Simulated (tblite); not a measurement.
# Al15H18N15: the cost of one run

Programs: tblite 0.8.0 and PySCF 2.14.0, with routines of our own; each step states its level. All values are computed. Atoms count from 0.

## (1) The starting structure

48 atoms, charge 0, multiplicity 1; geometry from: force field, distance geometry or constructed start.

## (2) Geometry optimisation with GFN2-xTB

Job settings and geometry (Å):

```
{"job": {"kind": "relax", "xc": "GFN2-xTB", "basis": "xTB"}, "charge": 0, "multiplicity": 1}
N      4.681400     0.835700    -0.001600
Al     3.114500     1.740100    -0.006900
N      1.564000     0.835200     0.001000
Al     1.558100    -0.958100    -0.006200
N      3.116700    -1.863700     0.003400
Al     4.673200    -0.963000    -0.002600
N     -7.794100     0.839200    -0.003300
Al    -9.349700     1.740200     0.001500
N    -10.909200     0.835400    -0.000400
Al   -10.914700    -0.963300     0.001600
N     -9.355200    -1.863700    -0.002100
Al    -7.796700    -0.964500    -0.000000
N     -1.562200     0.838200     0.005000
Al    -3.115500     1.736900    -0.002700
N     -4.678700     0.842600     0.000200
Al    -4.678400    -0.961900     0.006300
N     -3.117300    -1.860600     0.000900
Al    -1.559900    -0.965900    -0.001000
Al    -0.000600     1.739300     0.002500
N      0.002800    -1.861600     0.002700
N      7.791900     0.841300     0.001500
Al     6.234500     1.739000    -0.000200
N      6.238800    -1.857900     0.006600
Al     7.790000    -0.966800    -0.001500
N     10.912400     0.840100     0.000900
Al     9.347000     1.736600     0.002500
N      9.353800    -1.860200    -0.000700
Al    10.911300    -0.961900     0.001200
Al    -6.234800     1.737900    -0.002000
N     -6.234300    -1.862100     0.003400
H      3.121300     3.278100    -0.001100
H      3.115800    -2.901200     0.000200
H     -9.354100     3.277600    -0.001900
H    -11.810500     1.356200     0.003700
H    -12.244400    -1.730700    -0.003300
H     -9.352600    -2.900300    -0.002900
H     -3.118500     3.277600    -0.004100
H     -3.116800    -2.900000    -0.002600
H      0.001100     3.273600    -0.000100
H     -0.004800    -2.899100     0.001200
H      6.235300     3.275200     0.003800
H      6.241300    -2.908100     0.003700
H     11.817500     1.358500    -0.003600
H      9.355700     3.277000    -0.001800
H      9.349400    -2.900800     0.002400
H     12.243700    -1.730900    -0.003400
H     -6.233000     3.277600    -0.000600
H     -6.235700    -2.899900     0.002300
```

Launch:

```bash
OMP_NUM_THREADS=4 python large_run.py task.json out
```

This one command runs all jobs of the session in turn.

**Question.** How long does this first job take on 4 threads of Arm Neoverse N1, shared host, and how much memory does it need?

About 5.9 s, with a peak of 0.16 GiB.
